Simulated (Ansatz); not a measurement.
# C₄H₇ClSi: up Jacob's ladder to CCSD(T)

An exercise on one series of results from a longer session: the logs are not shown, and one member is left open.

Computed with Ansatz 0.2.0, Gaussian basis. Level: functionals in def2-TZVPP, the program's frozen cores in correlated methods.

Plan: PBE-D4, r2SCAN-D4, PBE0-D4, B3LYP-D4, ωB97X-V, ωB97M-V, B2PLYP; CCSD(T)/def2-TZVPP; MP2/def2-QZVPP; extrapolation to the limit.

### The geometry

All runs share one geometry, relaxed beforehand with PBE0-D4 in a triple-zeta def2 set.

SMILES `C=C[SiH](Cl)C=C`, 13 atoms, charge 0, spin multiplicity 1.

Atoms are counted from 1 here; the program's logs count them from 0.

Bond lengths: C1–C2 1.330 Å, C1–H7 1.087 Å, C1–H8 1.086 Å, C2–Si3 1.850 Å, C2–H9 1.089 Å, Si3–Cl4 2.067 Å, Si3–C5 1.853 Å, Si3–H10 1.485 Å, C5–C6 1.330 Å, C5–H11 1.089 Å, C6–H12 1.087 Å, C6–H13 1.086 Å. Angles: C2–C1–H7 121.6°, C2–C1–H8 122.3°, H7–C1–H8 116.0°, C1–C2–Si3 121.9°, C1–C2–H9 118.8°, Si3–C2–H9 119.4°, C2–Si3–Cl4 109.7°, C2–Si3–C5 111.9°, C2–Si3–H10 109.0°, Cl4–Si3–C5 107.6°, Cl4–Si3–H10 106.6°, C5–Si3–H10 111.8°, Si3–C5–C6 122.6°, Si3–C5–H11 118.7°, C6–C5–H11 118.7°, C5–C6–H12 121.7°, C5–C6–H13 122.1°, H12–C6–H13 116.1°.

Set-up of the first run:

in.yaml

```yaml
crystal:
  periodic: [false, false, false]
  atoms:
    - {symbol: C, position_ang: [1.440622, -1.829789, -0.153719]}
    - {symbol: C, position_ang: [0.328741, -1.270632, 0.316298]}
    - {symbol: Si, position_ang: [-0.748257, -0.199937, -0.740537]}
    - {symbol: Cl, position_ang: [-2.662809, -0.977333, -0.797647]}
    - {symbol: C, position_ang: [-0.865248, 1.527457, -0.081556]}
    - {symbol: C, position_ang: [-0.068666, 1.982037, 0.881951]}
    - {symbol: H, position_ang: [1.758087, -1.689519, -1.183480]}
    - {symbol: H, position_ang: [2.081593, -2.454409, 0.462298]}
    - {symbol: H, position_ang: [0.050234, -1.449570, 1.353306]}
    - {symbol: H, position_ang: [-0.237039, -0.225517, -2.134163]}
    - {symbol: H, position_ang: [-1.611133, 2.198847, -0.503537]}
    - {symbol: H, position_ang: [0.691440, 1.354260, 1.338867]}
    - {symbol: H, position_ang: [-0.137066, 2.999504, 1.256621]}
basis:
  gaussian: {orbitals: def2-TZVPP}
hamiltonian: {xc: pbe, dispersion: d4}
output: {forces: true, orbitals: {seedname: orbitals}}
```

Launch:

```bash
$ ansatz run in.yaml --threads 2 --pin off --events-out ev --progress --plain --max-ram 22528MiB --backend cuda --devices 0, --max-vram 18GiB
```

Among the steps run: PBE-D4 (GGA); r2SCAN-D4 (meta-GGA); PBE0-D4 (hybrid); B3LYP-D4 (hybrid); ωB97X-V (range-separated); ωB97M-V (range-separated); B2PLYP (double hybrid); CCSD(T) in def2-TZVPP; MP2 in def2-QZVPP.

One table of the session follows, with a row left open; its other results are not shown here.

| method | atomisation energy (kJ/mol) |
| --- | --- |
| PBE-D4 | 5297.3 |
| r2SCAN-D4 | 5211.6 |
| PBE0-D4 | ? |
| B3LYP-D4 | 5193.1 |
| ωB97X-V | 5199.2 |
| ωB97M-V | 5211.4 |
| B2PLYP | 5140.1 |
| HF/def2-TZVPP | 3912.2 |
| MP2/def2-TZVPP | 5148.6 |
| CCSD/def2-TZVPP | 4986.9 |
| CCSD(T)/def2-TZVPP | 5065.6 |
| MP2/CBS | 5275.8 |
| CCSD(T)/CBS | 5192.8 |

**Question.** Estimate the row for PBE0-D4.

The run gave: atomisation energy (kJ/mol): 5225.9. In the column «atomisation energy (kJ/mol)» it lies between r2SCAN-D4 (5211.6) and MP2/CBS (5275.8).
